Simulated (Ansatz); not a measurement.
The system is FeGe.

```
CELL_PARAMETERS angstrom
4.68900 0.00000 0.00000
0.00000 4.68900 0.00000
0.00000 0.00000 4.68900
ATOMIC_POSITIONS crystal
Ge 0.15800 0.34200 0.65800
Ge 0.34200 0.65800 0.15800
Ge 0.65800 0.15800 0.34200
Ge 0.84200 0.84200 0.84200
Fe 0.86500 0.63500 0.36500
Fe 0.63500 0.36500 0.86500
Fe 0.36500 0.86500 0.63500
Fe 0.13500 0.13500 0.13500
```

Base run:

| Quantity | Value |
| --- | --- |
| Program | Ansatz 0.2.0 |
| Functional | PBEsol |
| Potentials or basis | Ansatz PAW |
| Cutoff | 420 eV (not typed: the program's choice for these potentials) |
| k mesh | 5 × 5 × 5 |
| Occupations | fermi-dirac, width 0.05 eV |
| Spin | collinear spin, ferromagnetic start |
| Starting moments | [0.0, 0.0, 0.0, 0.0, 4.5, 4.5, 4.5, 4.5] μB |
| Fixed moment | 18 μB |

Its results: pressure 43.7 GPa; site moments Ge +0.36; Fe +3.47 μB; largest force 1.599 eV/Å.

The run is repeated on the same cell with these changes: fixed moment from 18 μB to 12 μB; moments at the start from [0.0, 0.0, 0.0, 0.0, 4.5, 4.5, 4.5, 4.5] to [0.0, 0.0, 0.0, 0.0, 3.0, 3.0, 3.0, 3.0]. What comes out?

Pressure 15.2 GPa; site moments Ge +0.09; Fe +2.75 μB; largest force 0.686 eV/Å.

Caveats: the total moment is fixed, so each spin has its own Fermi level; the PAW data sets come from PBE, with cores solved anew for the run's functional, which leaves a small shift of forces and pressure; the thresholds are loose for stress; a pressure of tens of GPa on the cell as given is suspect, and the run, the potentials or the cell itself is likely at fault (some runs); forces of over 1 eV/Å show positions far from the minimum, so gaps and moduli don't describe the material at rest (some runs).
